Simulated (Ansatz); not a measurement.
# CH₈OSSi₂: a ladder of functionals and wavefunction methods

The task here is to estimate one member of a computed series from the others.

Program: Ansatz 0.2.0, Gaussian basis. Level of theory: functionals in def2-TZVPP, the program's frozen cores in correlated methods. These are calculated values, not measurements.

The runs, in order: PBE-D4, r2SCAN-D4, PBE0-D4, B3LYP-D4, ωB97X-V, ωB97M-V, B2PLYP; CCSD(T)/def2-TZVPP; MP2/def2-QZVPP; extrapolation to the limit.

### Structure used throughout

An earlier PBE0-D4 in a triple-zeta def2 set relaxation fixed the geometry.

SMILES `CO[SiH2]S[SiH3]`, 13 atoms, charge 0, spin multiplicity 1.

Atoms are counted from 1 here; the program's logs count them from 0.

Bond lengths: C1–O2 1.410 Å, C1–H6 1.095 Å, C1–H7 1.091 Å, C1–H8 1.096 Å, O2–Si3 1.640 Å, Si3–S4 2.119 Å, Si3–H9 1.485 Å, Si3–H10 1.488 Å, S4–Si5 2.143 Å, Si5–H11 1.484 Å, Si5–H12 1.486 Å, Si5–H13 1.482 Å. Angles: O2–C1–H6 111.1°, O2–C1–H7 108.2°, O2–C1–H8 111.6°, H6–C1–H7 108.6°, H6–C1–H8 108.7°, H7–C1–H8 108.6°, C1–O2–Si3 123.6°, O2–Si3–S4 107.9°, O2–Si3–H9 112.6°, O2–Si3–H10 108.2°, S4–Si3–H9 106.6°, S4–Si3–H10 111.7°, H9–Si3–H10 109.8°, Si3–S4–Si5 96.1°, S4–Si5–H11 106.5°, S4–Si5–H12 109.9°, S4–Si5–H13 111.6°, H11–Si5–H12 109.9° and more.

Set-up of the first run:

in.yaml

```yaml
crystal:
  periodic: [false, false, false]
  atoms:
    - {symbol: C, position_ang: [-0.081420, -0.316299, -2.122528]}
    - {symbol: O, position_ang: [0.444939, 0.250767, -0.943247]}
    - {symbol: Si, position_ang: [1.188167, -0.622369, 0.229308]}
    - {symbol: S, position_ang: [1.172399, 0.528621, 2.008573]}
    - {symbol: Si, position_ang: [-0.915846, 1.004985, 1.952006]}
    - {symbol: H, position_ang: [0.713163, -0.530361, -2.844765]}
    - {symbol: H, position_ang: [-0.771073, 0.402485, -2.567448]}
    - {symbol: H, position_ang: [-0.627974, -1.243789, -1.916234]}
    - {symbol: H, position_ang: [2.613136, -0.900961, -0.082386]}
    - {symbol: H, position_ang: [0.449005, -1.903219, 0.395790]}
    - {symbol: H, position_ang: [-1.318734, 1.295346, 3.350109]}
    - {symbol: H, position_ang: [-1.684943, -0.156877, 1.435869]}
    - {symbol: H, position_ang: [-1.180839, 2.191670, 1.104943]}
basis:
  gaussian: {orbitals: def2-TZVPP}
hamiltonian: {xc: pbe, dispersion: d4}
output: {forces: true, orbitals: {seedname: orbitals}}
```

On the command line:

```
$ ansatz run in.yaml --threads 2 --pin off --events-out ev --progress --plain --max-ram 32768MiB --backend cuda --devices 0, --max-vram 18GiB
```

Steps of the session up to this table: PBE-D4 (GGA); r2SCAN-D4 (meta-GGA); PBE0-D4 (hybrid); B3LYP-D4 (hybrid); ωB97X-V (range-separated); ωB97M-V (range-separated); B2PLYP (double hybrid); CCSD(T) in def2-TZVPP; MP2 in def2-QZVPP.

One of the session's tables, all rows but one given; the rest of the session is left out.

```
            method  atomisation energy (kJ/mol)
            PBE-D4                       4415.7
         r2SCAN-D4                       4413.7
           PBE0-D4                       4374.2
          B3LYP-D4                       4397.7
           ωB97X-V                       4439.0
           ωB97M-V                            ?
            B2PLYP                       4344.1
     HF/def2-TZVPP                       3272.7
    MP2/def2-TZVPP                       4328.8
   CCSD/def2-TZVPP                       4241.9
CCSD(T)/def2-TZVPP                       4296.1
           MP2/CBS                       4451.9
       CCSD(T)/CBS                       4419.2
```

Q: Estimate the row for ωB97M-V from the others.

The run gave: atomisation energy (kJ/mol): 4425.4. In the column «atomisation energy (kJ/mol)» it lies between CCSD(T)/CBS (4419.2) and ωB97X-V (4439.0).

Limits of these values: Free atoms (1 C, 1 O, 2 Si, 1 S, 8 H) were run apart at each level; the atomisation energy is their sum less the molecule, without zero-point or spin-orbit terms.
